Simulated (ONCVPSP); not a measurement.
# Mg: the cost of one run

The numbers are computed with ONCVPSP 4.0.1.1 (patched build) (LDA (Perdew-Wang 92), scalar-relativistic, spin-unpolarised reference atom).

## (1) Starting point

The settings as typed:

- element: magnesium (Mg, Z = 12)
- type: optimised norm-conserving Vanderbilt (ONCV)
- frozen core: [He]
- valence charge: 10
- reference configuration: 2s2 2p6 (charge +2)
- partial waves: 2s: rc 0.70 bohr, ncon 5, nbas 8, qcut 8.7 1/bohr, 2 projectors, debl 2.4 Ha; 2p: rc 1.20 bohr, ncon 4, nbas 8, qcut 13.5 1/bohr, 2 projectors, debl 1.5 Ha; d scattering state at 0.46 Ha: rc 1.35 bohr, ncon 4, nbas 8, qcut 7.8 1/bohr, 1 projector
- local potential: polynomial inside 0.65 bohr (lpopt 5, dvloc0 1 Ha)
- core correction: polynomial model core, fcfact 0.7

The nodes and maxima of the atom's own shells, from an earlier all-electron run, set the scale for the radii.

All-electron outer shells of the reference configuration (LDA (PZ), scalar-relativistic, ld1.x):

| shell | level (eV) | outermost node (bohr) | outermost maximum (bohr) |
| --- | --- | --- | --- |
| 2s | -99.45 | 0.18 | 0.55 |
| 2p | -66.83 | – | 0.47 |
| 3s | -17.93 | 0.89 | 2.12 |
| 3p | -12.60 | 0.91 | 2.50 |

## (2) Generating the potential

Input file Mg.dat:

```
# ATOM AND REFERENCE CONFIGURATION
# atsym  z   nc   nv     iexc    psfile
  Mg 12.00    1    2  -001012      upf
#
#   n    l    f
    1    0    2.00
    2    0    2.00
    2    1    6.00
#
# PSEUDOPOTENTIAL AND OPTIMIZATION
# lmax
    2
#
#   l,   rc,      ep,       ncon, nbas, qcut
    0    0.70    0.00    5    8    8.70
    1    1.20    0.00    4    8   13.50
    2    1.35    0.46    4    8    7.80
#
# LOCAL POTENTIAL
# lloc, lpopt,  rc(5),   dvloc0
    4    5    0.65    1.00
#
# VANDERBILT-KLEINMAN-BYLANDER PROJECTORs
# l, nproj, debl
    0    2    2.40
    1    2    1.50
    2    1    3.00
#
# MODEL CORE CHARGE
# icmod, fcfact, rcfact
    1    0.70    0.00
#
# LOG DERIVATIVE ANALYSIS
# epsh1, epsh2, depsh
   -5.00    5.00    0.04
#
# OUTPUT GRID
# rlmax, drl
    6.00    0.01
#
# TEST CONFIGURATIONS
# ncnf
    4
# nvcnf
#   n    l    f
    3
    2    0    2.00
    2    1    6.00
    3    0    2.00
#
    3
    2    0    2.00
    2    1    6.00
    3    0    1.00
#
    3
    2    0    2.00
    2    1    6.00
    3    0    1.50
#
    3
    2    0    2.00
    2    1    5.00
    3    0    2.00
#
```

Started as:

```sh
$ oncvpsp.x < Mg.dat > Mg.out
```

**Question.** How long does this run take on 1 thread of Neoverse-N1, shared host?

About 4.4 s.
